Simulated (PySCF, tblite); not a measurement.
# C5H6F3NO2: geometry, infrared bands and NMR shifts

Aim: predict the infrared bands and NMR shifts of C5H6F3NO2 (`CNC(=O)/C=C/OC(F)(F)F`).

Programs: tblite 0.8.0 and PySCF 2.14.0, with density-fitted response routines of our own. Each step states its level of theory. These are calculated values for one molecule in the gas phase, unless marked as measured. Atoms count from 0, in the outputs and in this text.

## Step 1: Starting geometry

17 atoms, charge 0, multiplicity 1; geometry from: force field or distance geometry start.

Bonds of the start (Å): C0–N1 1.43, N1–C2 1.37, C2–O3 1.23, C2–C4 1.48, C4–C5 1.35, C5–O6 1.38, O6–C7 1.43, C7–F8 1.35, C7–F9 1.35, C7–F10 1.35, C0–H11 1.10, C0–H12 1.09, C0–H13 1.09, N1–H14 1.02, C4–H15 1.09, C5–H16 1.08.

## Step 2: Optimising the geometry with GFN2-xTB

The job: settings as JSON, then the geometry in Å.

```
{"job": {"kind": "relax", "xc": "GFN2-xTB", "basis": "xTB"}, "charge": 0, "multiplicity": 1}
C     -3.174400     0.137200     1.113700
N     -1.761900     0.302400     0.973700
C     -1.058100    -0.371700     0.004500
O     -1.584200    -1.113900    -0.821900
C      0.388800    -0.084900     0.027600
C      1.172400    -0.674500    -0.894100
O      2.531900    -0.564800    -1.074000
C      3.274600     0.279400    -0.191600
F      4.577600     0.234500    -0.539100
F      2.833800     1.550600    -0.280600
F      3.148400    -0.144200     1.081700
H     -3.532700     0.748400     1.952600
H     -3.674200     0.463600     0.199700
H     -3.410700    -0.913100     1.297300
H     -1.280800     0.917400     1.631900
H      0.760100     0.596000     0.786500
H      0.782200    -1.350400    -1.639000
```

On the command line:

```
$ OMP_NUM_THREADS=1 python probes_run.py task.json out
```

The driver reads the jobs from task.json and runs them one after another.

**Question.** This job is followed by: GFN2-xTB harmonic vibrations, gas phase; GIAO PBE0/pcSseg-1 NMR shielding, non-relativistic, gas phase. What will the session give for the following? strongest single infrared mode (GFN2-xTB); zero-point energy (GFN2-xTB); ¹³C shifts against TMS (PBE0/pcSseg-1); ¹H shifts against TMS (PBE0/pcSseg-1, means over atoms taken as alike); ¹⁵N shifts against NH3 (PBE0/pcSseg-1); ¹⁷O shifts against H2O (PBE0/pcSseg-1); ¹⁹F shifts against CFCl3 (PBE0/pcSseg-1, means over atoms taken as alike).

The runs gave:

| quantity | value |
| --- | --- |
| strongest single infrared mode (GFN2-xTB) | 1183 cm⁻¹, 561 km/mol |
| zero-point energy (GFN2-xTB) | 70.1 kcal/mol |
| ¹³C shifts against TMS (PBE0/pcSseg-1) | 165.1, 157.7, 130.2, 113.6, 29.5 ppm |
| ¹H shifts against TMS (PBE0/pcSseg-1, means over atoms taken as alike) | 7.50, 5.53, 4.66, 3.03 ppm |
| ¹⁵N shifts against NH3 (PBE0/pcSseg-1) | 121.2 ppm |
| ¹⁷O shifts against H2O (PBE0/pcSseg-1) | 374.4, 171.6 ppm |
| ¹⁹F shifts against CFCl3 (PBE0/pcSseg-1, means over atoms taken as alike) | -74.1 ppm |

What this shows: The optimisation took 35 steps and gained 0.264 eV; among the close pairs (by a distance rule), O6–C7 changed most, from 1.429 to 1.324 Å. The lowest mode is imaginary (152i cm⁻¹), so the xTB geometry is not a minimum. The strongest single mode, at 1183 cm⁻¹, has its largest shares on C7, O6, N1 and C0 (the list is cut at 4 atoms). Unscaled tight-binding wavenumbers are off by several per cent, some by more. Its intensities can rank the bands wrongly. The most deshielded hydrogen is H16 (hydrogen on an alkene carbon bearing oxygen), at 7.50 ppm: olefinic region. At PBE0/pcSseg-1: The largest span, 723 ppm, is at O3, where the paramagnetic term is -441 ppm.
